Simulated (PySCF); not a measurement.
**B⁺: interval between two levels with spin-orbit coupling**

Each state of boron is computed at each level; their differences give the interval between two levels. How far do the methods differ?

Program: PySCF 2.14.0. Level of theory: two-component X2C-1e, generalised determinants. These are calculated values, not measurements, unless marked.

## 1. The system

| Quantity | Value |
| --- | --- |
| Element | boron (Z = 5) |
| Basis | x2c-TZVPall-2c with one added diffuse shell each of s, p, d type (6s4p3d1f, 40 functions) |
| Hamiltonian | two-component X2C-1e, Gaussian nucleus, no Breit or QED terms; spin-orbit coupling, run by run: off; screened by Boettger's factors |
| Core shells frozen in the correlated runs | 1s2 (for B⁺) |
| State 1 | B⁺ 2s1 3d1 3D3: [He] 2s1 3d1; 2s1/2 filled at m_j = +1/2; 3d5/2 filled at m_j = +5/2 |
| Needed too, but not shown | B⁺ [He] 2s2 (1S) |
| Methods | GHF, GMP2 |

Outer shells as boxes (Hund's rule):

B+ [He] 2s1 3d1
```
[He] core
2s [↑ ]
3d [↑ ][  ][  ][  ][  ]
```

A driver program built on PySCF's X2C-1e integrals ran all steps in one process from the settings above; there is no separate input file.

The driver's launch:

```
$ OMP_NUM_THREADS=1 python sorun2.py TASK.json OUT
```

The integrals over 40 functions and the set-up took 0.1 s of CPU time.

## 2. B⁺ 2s1 3d1 3D3, method by method

GHF (spin-free):

Output:

```text
cycle= 1 E= -23.6057615348  delta_E= -23.6  |FDS-SDF|= 0.00937
cycle= 2 E= -23.6088257385  delta_E= -0.00306  |FDS-SDF|= 0.00248
cycle= 3 E= -23.6090725672  delta_E= -0.000247  |FDS-SDF|= 0.000122
cycle= 4 E= -23.6090741105  delta_E= -1.54e-06  |FDS-SDF|= 4.68e-05
cycle= 5 E= -23.6090743457  delta_E= -2.35e-07  |FDS-SDF|= 1.04e-06
cycle= 6 E= -23.6090743458  delta_E= -1.06e-10  |FDS-SDF|= 1e-07
```

Time after the integrals: 0.13 s (1 thread of Neoverse-V2, shared host).

Occupied spinors (without spin-orbit coupling the j labels only name the start):

```csv
spinor shell,electrons,mean energy (eV),weight of the nominal j,rms radius (bohr)
1s1/2,2,-233.08,1.000,0.377
2s1/2,1,-31.259,1.000,1.79
3d5/2,1,-6.186,1.000,4.84
```

M_J = 3, ⟨J²⟩ = 12.000, ⟨L²⟩ = 6.000, ⟨S²⟩ = 2.000.

GMP2 (spin-free):

The driver printed no log here.

It took 0.01 s on 1 thread of Neoverse-V2, shared host, the integrals not counted.

With 2 electrons correlated, the MP2 correlation energy is -0.00223 hartree. Largest pairs: 2s1/2-3d5/2 -0.0022.

GHF (screened spin-orbit):

Output:

```text
cycle= 1 E= -23.6057602246  delta_E= -23.6  |FDS-SDF|= 0.00937
cycle= 2 E= -23.6088242237  delta_E= -0.00306  |FDS-SDF|= 0.00248
cycle= 3 E= -23.6090710257  delta_E= -0.000247  |FDS-SDF|= 0.000122
cycle= 4 E= -23.6090725680  delta_E= -1.54e-06  |FDS-SDF|= 4.68e-05
cycle= 5 E= -23.6090728031  delta_E= -2.35e-07  |FDS-SDF|= 1.04e-06
cycle= 6 E= -23.6090728032  delta_E= -1.06e-10  |FDS-SDF|= 1e-07
```

Time after the integrals: 0.13 s (1 thread of Neoverse-V2, shared host).

Occupied spinors:

```csv
spinor shell,electrons,mean energy (eV),weight of the nominal j,rms radius (bohr)
1s1/2,2,-233.08,1.000,0.377
2s1/2,1,-31.259,1.000,1.79
3d5/2,1,-6.186,1.000,4.84
```

M_J = 3, ⟨J²⟩ = 12.000, ⟨L²⟩ = 6.000, ⟨S²⟩ = 2.000.

GMP2 (screened spin-orbit):

The driver printed no log here.

Time after the integrals: 0.01 s (1 thread of Neoverse-V2, shared host).

With 2 electrons correlated, the MP2 correlation energy is -0.00223 hartree. Largest pairs: 2s1/2-3d5/2 -0.0022.

## 3. The energy differences

Interval between two levels: B⁺ [He] 2s2 → B⁺ [He] 2s1 3d1 [2s1/2^1 3d5/2^1, M_J = 3].

```csv
method,value (eV)
GHF (spin-free),17.268
GMP2 (spin-free),18.175
GHF (screened spin-orbit),17.268
GMP2 (screened spin-orbit),18.175
```

The differences also use runs on B⁺ [He] 2s2 (1S), which are not shown here.

## 4. Outcome

| quantity | value |
| --- | --- |
| interval between two levels, B⁺ → 2s1 3d1 3D3 | GHF (spin-free) 17.268, GMP2 (screened spin-orbit) 18.175 eV |

**Reading.** The methods span 0.907 eV, from GHF (spin-free) (17.268) to GMP2 (screened spin-orbit) (18.175). No reference value is at hand in this session. Spin-orbit coupling moves the difference by +0.000 eV at GMP2. All values hold for this basis alone; no basis-set limit was taken.
